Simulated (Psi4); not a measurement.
# BH3O3 (B(OH)3) at HF/STO-3G

Aim: the vertical ionisation energy of BH3O3 (B(OH)3) at HF/STO-3G, from 2 runs. Input form: a Python script.

The calculation is run with Psi4 1.11.

1 further run of the same task is left out (set aside as unsound or not needed).

### Step 1. The system as given

BH3O3: 7 atoms, total charge 0, spin state singlet. SMILES: `OB(O)O`. Geometry: relaxed at GFN2-xTB. This is a higher conformer, about 20 kJ/mol above the lowest found by a separate search.

Bond lengths: B1–O2 1.350 Å, B1–O4 1.372 Å, B1–O6 1.357 Å, O2–H3 0.957 Å, O4–H5 0.955 Å, O6–H7 0.956 Å. Angles: O2–B1–O4 118.3°, O2–B1–O6 117.6°, O4–B1–O6 124.1°, B1–O2–H3 113.2°, B1–O4–H5 117.5°, B1–O6–H7 116.7°.

### Step 2. Energy and forces at HF/STO-3G

File bh3o3.xyz:

```xyz
7
BH3O3
B      0.179410    -0.132540    -0.077360
O      1.490810    -0.199570    -0.389610
H      1.952260     0.628070    -0.259260
O     -0.320640     1.062710     0.374830
H     -1.250820     1.097850     0.589780
O     -0.562320    -1.258630    -0.232330
H     -1.488690    -1.197890    -0.006060
```

File job.py:

```python
import psi4

psi4.set_memory(1600000000)
psi4.set_num_threads(1)
psi4.core.set_output_file('output.dat', False)

with open('bh3o3.xyz') as f:
    atoms = ''.join(f.readlines()[2:])
m = psi4.geometry('0 1\n' + atoms + 'symmetry c1')

psi4.set_options(dict(basis='STO-3G', puream=True, e_convergence=1e-09, d_convergence=1e-08, scf_type='pk'))

e_tot, wfn = psi4.gradient("scf", return_wfn=True)
psi4.oeprop(wfn, "MAYER_INDICES", "LOWDIN_CHARGES", "WIBERG_LOWDIN_INDICES")
print('gradient / Eh bohr^-1')
print(e_tot.np.round(6))
print(f'energy = {wfn.energy():.10f} Eh')
```

Run with:

```bash
$ python job.py
```

output.dat:

```text
[...]
  Running in c1 symmetry.
[...]
  Nuclear repulsion =  116.751213015521458
[...]
  Multiplicity = 1
[...]
  Nalpha       = 16
  Nbeta        = 16
[...]
    Number of basis functions: 23
[...]
   @RHF iter   1:  -247.66028393346949   -2.24549e+00   1.78019e-02 DIIS/ADIIS
[...]
   @RHF iter  11:  -247.77893967513822   -2.27374e-13   1.81822e-09 DIIS
[...]
    Orbital Energies [Eh]
    ---------------------
    Doubly Occupied:
       1A    -20.252162     2A    -20.249523     3A    -20.246726
       4A     -7.458011     5A     -1.320074     6A     -1.263821
       7A     -1.257724     8A     -0.697143     9A     -0.652511
      10A     -0.574025    11A     -0.507095    12A     -0.504748
      13A     -0.428661    14A     -0.386343    15A     -0.377252
      16A     -0.369020
[...]
  @RHF Final Energy:  -247.77893967513822
   => Energetics <=
    Nuclear Repulsion Energy =            116.7512130155214578
    One-Electron Energy =                -575.9706308689511616
    Two-Electron Energy =                 211.4404781782914995
    Total Energy =                       -247.7789396751382185
[...]
 Multipole Moments:
 ------------------------------------------------------------------------------------
     Multipole            Electronic (a.u.)      Nuclear  (a.u.)        Total (a.u.)
 ------------------------------------------------------------------------------------
 L = 1.  Multiply by 2.5417464519 to convert [e a0] to [Debye]
 Dipole X            :          0.4217039           -1.2355486           -0.8138447
 Dipole Y            :         -0.3109579            0.8385729            0.5276150
 Dipole Z            :         -0.1816323            0.5119870            0.3303546
 Magnitude           :                                                    1.0246243
[...]
  -Total Gradient:
     Atom            X                  Y                   Z
    ------   -----------------  -----------------  -----------------
       1        0.023187074977    -0.014836919865    -0.009370852424
       2        0.004359614132     0.035972948639     0.009210045772
       3       -0.009029760395    -0.029037282296    -0.006215653029
       4       -0.041339642414    -0.007507685852     0.007029766595
       5        0.031062312891     0.008209084999    -0.004544184873
       6       -0.036759705764     0.018306508502     0.013481268266
       7        0.028520106572    -0.011106654125    -0.009590390308
[...]
```

The script printed:

```text
gradient / Eh bohr^-1
[[ 0.023187 -0.014837 -0.009371]
 [ 0.00436   0.035973  0.00921 ]
 [-0.00903  -0.029037 -0.006216]
 [-0.04134  -0.007508  0.00703 ]
 [ 0.031062  0.008209 -0.004544]
 [-0.03676   0.018307  0.013481]
 [ 0.02852  -0.011107 -0.00959 ]]
energy = -247.7789396751 Eh
```

Run time: 1.2 s. Hardware: 1 thread of Intel Xeon 6975P-C (Granite Rapids), shared host; peak memory 0.18 GiB.

### Step 3. The doublet cation: the energy at UHF/STO-3G

bh3o3.xyz is that of step 2.

File bh3o3.py:

```python
import psi4

psi4.set_memory(1600000000)
psi4.set_num_threads(1)
psi4.set_output_file('output.dat', False)

with open('bh3o3.xyz') as f:
    atoms = ''.join(f.readlines()[2:])
mol = psi4.geometry('1 2\n' + atoms + 'symmetry c1\nno_reorient\nno_com')

psi4.set_options({
    'basis': 'STO-3G',
    'reference': 'uhf',
    'puream': True,
    'e_convergence': 1e-09,
    'd_convergence': 1e-08,
    'scf_type': 'pk',
    'maxiter': 200,
})

result, w = psi4.energy("scf", return_wfn=True)
psi4.oeprop(w, "MAYER_INDICES", "MULLIKEN_CHARGES", "QUADRUPOLE", title="SCF")
print('E =', round(result, 9))
```

Run with:

```bash
$ python bh3o3.py
```

output.dat, cut to the lines that bear on the results:

```text
[...]
  Running in c1 symmetry.
[...]
  Nuclear repulsion =  116.751213015521472
[...]
  Multiplicity = 2
[...]
  Nalpha       = 16
  Nbeta        = 15
[...]
    Number of basis functions: 23
[...]
   @UHF iter   1:  -247.37768602316447   -1.96289e+00   1.44865e-02 DIIS/ADIIS
[...]
   @UHF iter  23:  -247.48831388531323   -1.96110e-12   9.51024e-09 DIIS
[...]
   @S^2 Observed:                7.699593057E-01
[...]
  @UHF Final Energy:  -247.48831388531323
   => Energetics <=
    Nuclear Repulsion Energy =            116.7512130155214720
    One-Electron Energy =                -564.7863714887157585
    Two-Electron Energy =                 200.5468445878810826
    Total Energy =                       -247.4883138853132323
  UHF NO Occupations:
  HONO-2 :   14  A 1.9987496
  HONO-1 :   15  A 1.9920899
[...]
 Multipole Moments:
 ------------------------------------------------------------------------------------
     Multipole            Electronic (a.u.)      Nuclear  (a.u.)        Total (a.u.)
 ------------------------------------------------------------------------------------
 L = 1.  Multiply by 2.5417464519 to convert [e a0] to [Debye]
 Dipole X            :         -8.6889414            9.3968521            0.7079107
 Dipole Y            :          6.6556893           -6.2334317            0.4222576
 Dipole Z            :          3.8137688           -3.8535673           -0.0397985
 Magnitude           :                                                    0.8252412
 L = 2.  Multiply by 1.3450342976 to convert [e a0^2] to [Debye ang]
 Quadrupole XX       :       -106.5797251          103.1510412           -3.4286840
 Quadrupole XY       :         -5.1664217            7.4035721            2.2371505
[...]
  Mulliken Charges: (a.u.)
   Center  Symbol    Alpha    Beta     Spin     Total
       1     B     2.08071  2.26226 -0.18155  0.65703
       2     O     4.51845  3.48524  1.03322 -0.00369
       3     H     0.26270  0.31855 -0.05585  0.41875
       4     O     4.20595  4.14578  0.06018 -0.35173
       5     H     0.35238  0.35720 -0.00482  0.29042
       6     O     4.23431  4.07461  0.15970 -0.30892
       7     H     0.34550  0.35637 -0.01087  0.29814
   Total alpha = 16.00000, Total beta = 15.00000, Total charge =  1.00000
  Mayer Bond Indices:
[...]
```

The script printed:

```text
E = -247.488313885
```

Run time: 1.2 s. Hardware: 1 thread of Intel Xeon 6975P-C (Granite Rapids), shared host; peak memory 0.18 GiB.

### Step 4. What came out

Level: HF/STO-3G.

| quantity | value |
| --- | --- |
| singlet BH3O3: total energy | -247.77894 Eh |
| singlet BH3O3: dipole moment | 2.60 D |
| singlet BH3O3: HOMO energy | -10.04 eV |
| singlet BH3O3: LUMO energy | 11.03 eV |
| singlet BH3O3: HOMO–LUMO gap | 21.07 eV |
| singlet BH3O3: largest force on an atom | 2.223 eV/Å |
| doublet cation: total energy | -247.48831 Eh |
| doublet cation: HOMO energy (highest over α and β) | -16.09 eV |
| doublet cation: LUMO energy (lowest over α and β) | -5.93 eV |
| doublet cation: ⟨S²⟩ | 0.770 |
| vertical ionisation energy (to the doublet cation) | 7.908 eV |

What this shows: Removing an electron at fixed nuclei costs 7.91 eV (182 kcal/mol). The largest force (singlet BH3O3) is 2.22 eV/Å: the shape isn't a stationary point for this species at this level. −ε(HOMO) before ionisation, 10.04 eV, is 2.13 eV above this ionisation energy. In a minimal basis such a difference can be off by several eV, whatever the method. Mulliken charges (doublet cation) run from -0.35 on O4 to +0.66 on B1.
